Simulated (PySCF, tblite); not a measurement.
**C5H13F2NSi: geometry, infrared bands and NMR shifts**

What infrared bands and NMR shifts should C5H13F2NSi (`C[C@@H](F)[C@@H](F)[SiH2]N(C)C`) show?

Computed with tblite 0.8.0 and PySCF 2.14.0, with density-fitted response routines of our own, on a single molecule in the gas phase. Atoms are numbered from 0 throughout.

### 1 Starting geometry

22 atoms, charge 0, multiplicity 1; geometry from: force field or distance geometry start.

Bonds of the start (Å): C0–C1 1.53, C1–F2 1.38, C1–C3 1.52, C3–F4 1.35, C3–Si5 1.87, Si5–N6 1.74, N6–C7 1.47, N6–C8 1.46, C0–H9 1.09, C0–H10 1.09, C0–H11 1.09, C1–H12 1.08, C3–H13 1.10, Si5–H14 1.48, Si5–H15 1.47, C7–H16 1.10, C7–H17 1.11, C7–H18 1.10, C8–H19 1.10, C8–H20 1.09, C8–H21 1.09.

### 2 Optimising the geometry with GFN2-xTB

The job: settings as JSON, then the geometry in Å.

```
{"job": {"kind": "relax", "xc": "GFN2-xTB", "basis": "xTB"}, "charge": 0, "multiplicity": 1}
C      3.642000    -0.003500    -0.198200
C      2.333100    -0.781800    -0.081500
F      2.444400    -1.565000     1.049500
C      1.125200     0.140100     0.046700
F      1.108800     0.966700    -1.022900
Si    -0.515400    -0.762400     0.128400
N     -1.877700     0.299400     0.303000
C     -3.185900    -0.257700     0.662500
C     -2.078200     1.404600    -0.632600
H      3.635000     0.621500    -1.091900
H      3.782300     0.638400     0.675800
H      4.481700    -0.689700    -0.241100
H      2.237400    -1.453700    -0.924800
H      1.231600     0.759000     0.944800
H     -0.569300    -1.685600     1.284900
H     -0.751900    -1.546300    -1.093300
H     -3.112700    -0.968400     1.494500
H     -3.651300    -0.787600    -0.191900
H     -3.880100     0.525700     1.001100
H     -2.833500     2.111200    -0.254200
H     -2.406700     1.054900    -1.614600
H     -1.169200     1.999800    -0.762000
```

The run is started by

```console
$ OMP_NUM_THREADS=1 python probes_run.py task.json out
```

The driver reads the jobs from task.json and runs them one after another.

**Question.** This job is followed by: GFN2-xTB harmonic vibrations, gas phase; GIAO PBE0/pcSseg-1 NMR shielding, non-relativistic, gas phase. Predict these results of the whole session: strongest single infrared mode (GFN2-xTB); zero-point energy (GFN2-xTB); ¹³C shifts against TMS (PBE0/pcSseg-1, means over atoms taken as alike); ¹H shifts against TMS (PBE0/pcSseg-1, means over atoms taken as alike); ¹⁹F shifts against CFCl3 (PBE0/pcSseg-1); ²⁹Si shifts against TMS (PBE0/pcSseg-1); ¹⁵N shifts against NH3 (PBE0/pcSseg-1); surface potential, 1st and 99th percentile.

As calculated:

```
                                                               quantity                                   value
                              strongest single infrared mode (GFN2-xTB)                   2164 cm⁻¹, 332 km/mol
                                           zero-point energy (GFN2-xTB)                          109.3 kcal/mol
¹³C shifts against TMS (PBE0/pcSseg-1, means over atoms taken as alike)              95.4, 91.9, 41.6, 22.6 ppm
 ¹H shifts against TMS (PBE0/pcSseg-1, means over atoms taken as alike)  4.96, 4.85, 4.73, 4.64, 2.68, 1.56 ppm
                               ¹⁹F shifts against CFCl3 (PBE0/pcSseg-1)                      -217.8, -264.5 ppm
                                ²⁹Si shifts against TMS (PBE0/pcSseg-1)                               -33.0 ppm
                                 ¹⁵N shifts against NH3 (PBE0/pcSseg-1)                                14.0 ppm
                                  surface potential, 1st and 99th percentile                      -0.95 V and 0.84 V
```

**Reading.** Over 88 steps the energy fell by 0.278 eV; of the close pairs, C3–Si5 changed most, 1.874 to 1.922 Å. All 60 modes are real, so the xTB geometry is a minimum. The strongest single mode, at 2164 cm⁻¹, moves mainly H15. Unscaled tight-binding wavenumbers are off by several per cent, some by more. Its intensities can rank the bands wrongly. C3 (sp3 CH bonded to F and Si) lies farthest downfield among carbon, at 95.4 ppm; pulled downfield by the heteroatom. At PBE0/pcSseg-1: Shielding is most anisotropic at Si5 (span 101 ppm, paramagnetic term -502 ppm).
